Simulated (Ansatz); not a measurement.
# CH₄GeOSi: up Jacob's ladder to CCSD(T)

How much do the methods differ for CH₄GeOSi? The plan is to run it at one geometry with functionals of several rungs and with coupled cluster. The yardstick is the atomisation energy at the CCSD(T) limit.

Method: functionals in def2-TZVPP, the program's frozen cores in correlated methods; program: Ansatz 0.2.0, Gaussian basis.

The runs, in order: LDA (SPW92), PBE-D4, revPBE-D4, BLYP-D4, r2SCAN-D4, B97M-V, PBE0-D4, B3LYP-D4, r2SCANh-D4, r2SCAN0-D4, HSE06-D4, BHLYP-D4, CAM-B3LYP-D4, LC-ωPBE, ωB97X-V, ωB97M-V, B2PLYP, PBE-QIDH; CCSD(T)/def2-SVP; CCSD(T)/def2-TZVPP; MP2/def2-QZVPP; extrapolation to the limit; RPA on PBE.

### 1 The relaxed structure

An earlier PBE0-D4 in a triple-zeta def2 set relaxation fixed the geometry.

8 atoms, charge 0, spin multiplicity 1.

Atoms are counted from 1 here; the program's logs count them from 0.

Bond lengths: O1–C2 1.127 Å, C2–Si3 2.011 Å, Si3–Ge4 2.356 Å, Si3–H5 1.489 Å, Si3–H6 1.488 Å, Ge4–H7 1.707 Å, Ge4–H8 1.596 Å. Angles: O1–C2–Si3 159.5°, C2–Si3–Ge4 112.6°, C2–Si3–H5 92.0°, C2–Si3–H6 92.4°, Ge4–Si3–H5 118.5°, Ge4–Si3–H6 125.4°, H5–Si3–H6 107.6°, Si3–Ge4–H7 53.2°, Si3–Ge4–H8 83.3°, H7–Ge4–H8 85.8°.

### 2 LDA

This LDA is Slater exchange with PW92 correlation.

in.yaml reads:

```yaml
crystal:
  periodic: [false, false, false]
  atoms:
    - {symbol: O, position_ang: [2.007070, -0.020298, 2.089436]}
    - {symbol: C, position_ang: [1.311281, 0.401555, 1.308998]}
    - {symbol: Si, position_ang: [0.007863, 0.453538, -0.221869]}
    - {symbol: Ge, position_ang: [-0.446903, -1.686730, -1.095068]}
    - {symbol: H, position_ang: [0.883439, 1.368107, -1.004675]}
    - {symbol: H, position_ang: [-0.952642, 1.293543, 0.542790]}
    - {symbol: H, position_ang: [-1.083073, -0.201382, -1.645684]}
    - {symbol: H, position_ang: [-1.634834, -1.665333, -0.029729]}
basis:
  gaussian: {orbitals: def2-TZVPP}
hamiltonian: {xc: lda}
output: {orbitals: {seedname: orbitals}}
```

The runs that follow: PBE-D4 (GGA); revPBE-D4 (GGA); BLYP-D4 (GGA); r2SCAN-D4 (meta-GGA); B97M-V (meta-GGA); PBE0-D4 (hybrid); B3LYP-D4 (hybrid); r2SCANh-D4 (hybrid); r2SCAN0-D4 (hybrid); HSE06-D4 (hybrid); BHLYP-D4 (hybrid); CAM-B3LYP-D4 (range-separated); LC-ωPBE (range-separated); ωB97X-V (range-separated); ωB97M-V (range-separated); B2PLYP (double hybrid); PBE-QIDH (double hybrid); CCSD(T) in def2-SVP; CCSD(T) in def2-TZVPP; MP2 in def2-QZVPP; RPA on PBE orbitals.

Q: Predict the results of all the runs planned. Wanted: atomisation energy, CCSD(T)/CBS; farthest beyond LDA; mean size of error, GGA; mean size of error, meta-GGA; mean size of error, hybrid; mean size of error, range-separated; mean size of error, double hybrid; gap, smallest and largest; T1 diagnostic.

As calculated:

| quantity | value |
| --- | --- |
| atomisation energy, CCSD(T)/CBS | 2572.7 kJ/mol |
| functionals within 25.7 kJ/mol (1.0 %) | revPBE-D4, BLYP-D4, r2SCAN-D4, PBE0-D4, B3LYP-D4, r2SCANh-D4, HSE06-D4, CAM-B3LYP-D4, ωB97X-V, ωB97M-V |
| farthest beyond LDA | BHLYP-D4 (-123.9 kJ/mol) |
| mean size of error, GGA | 30.8 kJ/mol |
| mean size of error, meta-GGA | 25.7 kJ/mol |
| mean size of error, hybrid | 38.5 kJ/mol |
| mean size of error, range-separated | 23.4 kJ/mol |
| mean size of error, double hybrid | 44.3 kJ/mol |
| gap, smallest and largest | 2.52 eV (LDA (SPW92)), 8.67 eV (LC-ωPBE) |
| T1 diagnostic | 0.0169 |
| triples share of the correlation energy | 4.5 % |

In words: The LDA atomisation energy is off by 422.0 kJ/mol (16 %): it overbinds. PBE-D4 misses by +69.9 kJ/mol. Double hybrids carry the basis error of their MP2 part in triple zeta, and no dispersion term here, so their miss is partly the set-up's. By mean error the best rung here is range-separated (23.4 kJ/mol) and the worst beyond LDA is double hybrid (44.3 kJ/mol). The gap between the best rungs is small, so their order is not settled. Misses under about 25.7 kJ/mol are within the doubt on the reference itself, which lacks core-valence correlation, relativity and higher excitations, and its outer-core shells are covered unevenly. Hartree-Fock recovers 67 % of the binding; the rest is correlation. CCSD(T) in def2-SVP is off by -182.3 kJ/mol, more than most functionals: a good method in a small basis is no reference. The gap grows from 2.5 to 8.7 eV across the functionals, mostly with the share of exact exchange. Correlated methods include outer-core shells of Ge, which these sets cover unevenly.
